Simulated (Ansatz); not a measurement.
# C2H6SSi: ladder of methods at one geometry

How do the methods compare on C2H6SSi, in result and in cost? Aim: a ladder of methods at one geometry, for C2H6SSi, run from a script. SMILES: C=C[SiH2]S.

Program: Ansatz 0.2.0 through its Python package. The levels of theory stand in the script. These are calculated values, not measurements.

### Step 1. Starting point

Bond lengths: C1–C2 1.286 Å, C2–Si3 1.814 Å, Si3–S4 2.234 Å, C1–H5 1.102 Å, C1–H6 1.162 Å, C2–H7 1.097 Å, Si3–H8 1.436 Å, Si3–H9 1.535 Å, S4–H10 1.340 Å. Angles: C1–C2–Si3 124.4°, C1–C2–H7 122.1°, Si3–C2–H7 113.4°, C2–C1–H5 127.7°, C2–C1–H6 120.0°, H5–C1–H6 112.3°, C2–Si3–S4 107.1°, C2–Si3–H8 113.0°, C2–Si3–H9 109.7°, S4–Si3–H8 107.4°, S4–Si3–H9 106.9°, H8–Si3–H9 112.5°, Si3–S4–H10 91.4°.

No structure file is read: the coordinates are typed or built in the script.

### Step 2. Script

The input, run_methods.py:

```python
"""C2H6SSi at several levels of theory."""

from pathlib import Path

import ansatz
import numpy as np

molecule = (
    ansatz.Crystal.molecule()
    .atom("C", (-1.2384, 0.9569, -0.4517))
    .atom("C", (-0.455, 0.5794, 0.4954))
    .atom("Si", (0.4456, -0.9947, 0.515))
    .atom("S", (2.4612, -0.6093, -0.3667))
    .atom("H", (-1.5001, 0.4072, -1.3701))
    .atom("H", (-1.7856, 1.9799, -0.3796))
    .atom("H", (-0.246, 1.212, 1.3672))
    .atom("H", (-0.1843, -2.0104, -0.2806))
    .atom("H", (0.6724, -1.4425, 1.9659))
    .atom("H", (1.9131, -0.1296, -1.4919))
)

setup = molecule.calculation().basis(gaussian="cc-pVDZ")

print("functional    E (Ha)        dipole (D)   HOMO (eV)  LUMO (eV)")
for name in ["cam_b3lyp", "b3lyp", "pbe", "blyp", "r2scan0", "lc_wpbe"]:
    report = setup.functional(name).forces().orbitals().run(threads=1, pin="off", runs_dir="runs").report
    lines = Path(report["orbitals_path"]).read_text().splitlines()
    field_of = lambda key: [line.split("=")[1].strip() for line in lines if line.startswith(key)]
    orbitals = [(27.211386 * float(e), s, float(n)) for e, s, n in zip(field_of("Ene="), field_of("Spin="), field_of("Occup="))]
    homo = max(e for e, _, n in orbitals if n > 0.5)
    lumo = min(e for e, _, n in orbitals if n < 0.5)
    dipole = 4.803205 * np.linalg.norm(report["charge_distribution"]["dipole_moment_e_ang"])
    print(f"{name:10s} {report['free_energy_ev'] / 27.211386246:14.6f} {dipole:9.3f} {homo:11.3f} {lumo:10.3f}")
```

### Step 3. The input behind the calls

The engine receives this input (first run):

```yaml
crystal:
  periodic: [false, false, false]
  atoms:
    - { symbol: C, position_ang: [-1.2384, 0.9569, -0.4517] }
    - { symbol: C, position_ang: [-0.455, 0.5794, 0.4954] }
    - { symbol: Si, position_ang: [0.4456, -0.9947, 0.515] }
    - { symbol: S, position_ang: [2.4612, -0.6093, -0.3667] }
    - { symbol: H, position_ang: [-1.5001, 0.4072, -1.3701] }
    - { symbol: H, position_ang: [-1.7856, 1.9799, -0.3796] }
    - { symbol: H, position_ang: [-0.246, 1.212, 1.3672] }
    - { symbol: H, position_ang: [-0.1843, -2.0104, -0.2806] }
    - { symbol: H, position_ang: [0.6724, -1.4425, 1.9659] }
    - { symbol: H, position_ang: [1.9131, -0.1296, -1.4919] }
basis:
  gaussian:
    orbitals: cc-pVDZ
hamiltonian:
  xc: cam_b3lyp
output:
  orbitals: {}
  forces: true
```

### Step 4. Running it

The run is started by

```sh
> python run_methods.py
```

Log:

```text
functional    E (Ha)        dipole (D)   HOMO (eV)  LUMO (eV)
cam_b3lyp     -767.453427     2.204      -8.255      0.549
b3lyp         -767.533220     2.113      -6.694     -0.815
pbe           -767.053922     2.062      -5.743     -1.609
blyp          -767.430464     1.967      -5.530     -1.398
r2scan0       -767.376043     2.298      -7.190     -0.595
lc_wpbe       -767.229184     2.379      -9.724      1.615
```

Wall time 45 s (1 thread of Arm Neoverse N1, shared host); peak memory 0.27 GiB.

### Step 5. Inputs of later runs

The engine's inputs for some of the other runs:

Run 2, against run 1:

```diff
@@ -18 +18 @@
-  xc: cam_b3lyp
+  xc: b3lyp
```

Run 4, against run 1:

```diff
@@ -18 +18 @@
-  xc: cam_b3lyp
+  xc: blyp
```

Run 5, against run 1:

```diff
@@ -18 +18 @@
-  xc: cam_b3lyp
+  xc: r2scan0
```

### Step 6. What each run gave

The 6 runs, in the order started:

```csv
run,functional,energy (eV),SCF cycles,CPU time (s)
1,cam_b3lyp,-20883.4716,16,8.3
2,b3lyp,-20885.6429,17,6.9
3,pbe,-20872.6005,18,4.8
4,blyp,-20882.8468,18,4.8
5,r2scan0,-20881.3659,16,13
6,lc_wpbe,-20877.3697,17,6.4
```

Totals under unlike functionals or potentials can't be compared directly.

The fields below are those of run 1.

### Step 7. The molecule's orbitals and density

The fields below are evaluated on a grid from the run's orbitals.

Frontier orbitals at CAM-B3LYP/cc-pVDZ, with the share of their density that lies nearest to each atom:

```csv
orbital,energy (eV),lies on
HOMO,-8.26,S4 77 %; H10 9 %
LUMO,0.55,"C1, C2 about 23 % each; Si3 13 %; S4 11 %"
```

ELF in a plane through or near 3 of the atoms.

Values, 10 rows by 14 columns:
```
0.00 0.00 0.00 0.00 0.00 0.00 0.00 0.00 0.00 0.00 0.00 0.00 0.00 0.00
0.00 0.00 0.00 0.01 0.25 0.32 0.03 0.00 0.00 0.00 0.00 0.00 0.00 0.00
0.00 0.00 0.00 0.76 1.00 1.00 0.46 0.01 0.02 0.00 0.00 0.00 0.00 0.00
0.00 0.00 0.02 0.66 1.00 0.99 0.48 0.33 0.42 0.35 0.07 0.01 0.00 0.00
0.00 0.00 0.01 0.05 0.37 0.47 0.16 0.92 0.72 0.70 0.51 0.60 0.04 0.00
0.00 0.01 0.45 0.69 0.78 0.47 0.30 0.52 0.65 0.31 0.94 0.97 0.29 0.00
0.00 0.04 0.75 0.91 0.77 0.39 0.06 0.04 0.54 0.66 0.25 0.26 0.02 0.00
0.00 0.00 0.36 0.52 0.40 0.93 0.62 0.00 0.04 0.06 0.01 0.00 0.00 0.00
0.00 0.00 0.00 0.02 0.06 0.43 0.16 0.00 0.00 0.00 0.00 0.00 0.00 0.00
0.00 0.00 0.00 0.00 0.00 0.00 0.00 0.00 0.00 0.00 0.00 0.00 0.00 0.00
```
The map spans 10.6 Å across and 9.1 Å up, centred on the molecule. Atoms in the plane (x, y in Å): C1 (1.6, -0.2), Si3 (-1.0, 0.5), H9 (-1.7, 1.9).

log10 of the density (e/Å³) in the same plane.

Values, 10 rows by 14 columns:
```
-4.0 -4.0 -4.0 -4.0 -4.0 -4.0 -4.0 -4.0 -4.0 -4.0 -4.0 -4.0 -4.0 -4.0
-4.0 -4.0 -4.0 -3.2 -2.6 -2.5 -2.9 -3.4 -4.0 -4.0 -4.0 -4.0 -4.0 -4.0
-4.0 -4.0 -3.2 -2.1 -1.2 -1.0 -1.7 -2.3 -2.6 -2.9 -3.6 -4.0 -4.0 -4.0
-4.0 -4.0 -2.8 -1.6 -0.5 -0.1 -0.7 -0.9 -1.0 -1.5 -2.1 -2.9 -3.8 -4.0
-4.0 -3.8 -2.5 -1.7 -0.8  1.0  0.2  0.0  0.1 -0.4 -0.9 -1.7 -2.8 -3.9
-4.0 -2.9 -1.7 -0.9 -0.4 -0.4 -0.5 -0.5  0.1  0.9  0.0 -1.1 -2.4 -3.6
-4.0 -2.7 -1.4 -0.6 -0.3 -0.7 -1.3 -1.6 -0.7 -0.5 -1.0 -1.9 -2.9 -4.0
-4.0 -3.3 -2.0 -1.4 -1.1 -0.9 -1.5 -2.5 -2.2 -2.2 -2.5 -3.4 -4.0 -4.0
-4.0 -4.0 -3.2 -2.6 -2.2 -2.0 -2.5 -3.3 -3.7 -3.7 -4.0 -4.0 -4.0 -4.0
-4.0 -4.0 -4.0 -4.0 -4.0 -3.8 -4.0 -4.0 -4.0 -4.0 -4.0 -4.0 -4.0 -4.0
```
The map spans 10.6 Å across and 9.1 Å up, centred on the molecule. Atoms in the plane (x, y in Å): C1 (1.6, -0.2), Si3 (-1.0, 0.5), H9 (-1.7, 1.9).

On the surface of density 0.002 e/bohr³ the electrostatic potential runs, from the 1st to the 99th percentile, from -1.01 V near S4 to 1.23 V near H10.

### Step 8. Summary of results

| quantity | value |
| --- | --- |
| runs compared | 6 |
| HOMO-LUMO gap of the mean field (CAM-B3LYP/cc-pVDZ) | 8.80 eV |

**Reading.** All 6 runs converged, in 16 to 18 cycles. Reading the output:
- The geometry is a force-field or estimated start, not a minimum of this method, and the basis set is short of its limit. A lower total doesn't mark the better method: functionals have no common bound, and MP2 and coupled cluster aren't variational.
- b3lyp holds the VWN-RPA fit, as in Gaussian; the form of ORCA and Turbomole is b3lyp5.
- Levels such as HOMO and LUMO are orbital energies: with these approximate functionals they aren't the ionisation energy and electron affinity, and their gap isn't the fundamental gap.
- For Al to Cl the sets with a tight d function, cc-pV(X+d)Z, are usual.
